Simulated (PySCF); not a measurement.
# Accurate constants of SnO, step by step

Aim: bond length, wavenumber and bond energy of SnO near the limit of CCSD(T), built from two basis sets and any small corrections listed.

The runs use PySCF 2.14.0; CCSD(T) on RHF, scalar-relativistic core potentials.

## (1) Set-up

| Property | Result |
| --- | --- |
| molecule | SnO |
| state | singlet, unpaired electrons none |
| smaller basis | Sn cc-pwCVDZ-PP with ECP28, O aug-cc-pVDZ |
| larger basis | Sn cc-pwCVTZ-PP with ECP28, O aug-cc-pVTZ |
| frozen core orbitals | 5 |
| extrapolation | correlation as n⁻³ (n = 2, 3), Hartree–Fock as (n+1)·exp(−9√n) |
| corrections | core–valence correlation |
| distances (Å) | 1.6137, 1.6871, 1.7604, 1.8338, 1.9071, 1.9988, 2.0905 |
| masses (u) | 119.9022, 15.9949 |
| dissociation limit | Sn + O |

Launch:

```console
> OMP_NUM_THREADS=4 python comp.py task.json out
```

## (2) The runs

What does the calculation give? Wanted: for each run, Re; ωe; ωexe; αe; De.

**Answer**, as computed:

```csv
level,Re (Å),ωe (cm⁻¹),ωexe (cm⁻¹),αe (cm⁻¹),De (eV)
"CCSD(T), smaller basis",1.8516,792.4,3.63,0.00215,5.361
"CCSD(T), larger basis",1.8336,821.4,3.68,0.00212,5.652
HF/CBS,1.7835,968.5,3.08,0.00174,1.824
MP2/CBS,1.8376,806.2,2.36,0.00201,6.386
CCSD/CBS,1.8098,886.2,3.16,0.00189,5.211
CCSD(T)/CBS,1.8298,827.3,3.66,0.00212,5.755
CCSD(T)/CBS+CV,1.8291,827.6,3.67,0.00212,5.765
```

The last step gives Re = 1.8291 Å, ωe = 827.6 cm⁻¹ and De = 5.765 eV; the smaller basis alone is off from it by +22.4 mÅ and -0.40 eV. Near the minimum the mean field binds by 1.77 eV and correlation adds 3.99 eV of binding. T1 is 0.034, large enough to doubt a single reference. Spin–orbit coupling and excitations beyond (T) are left out.
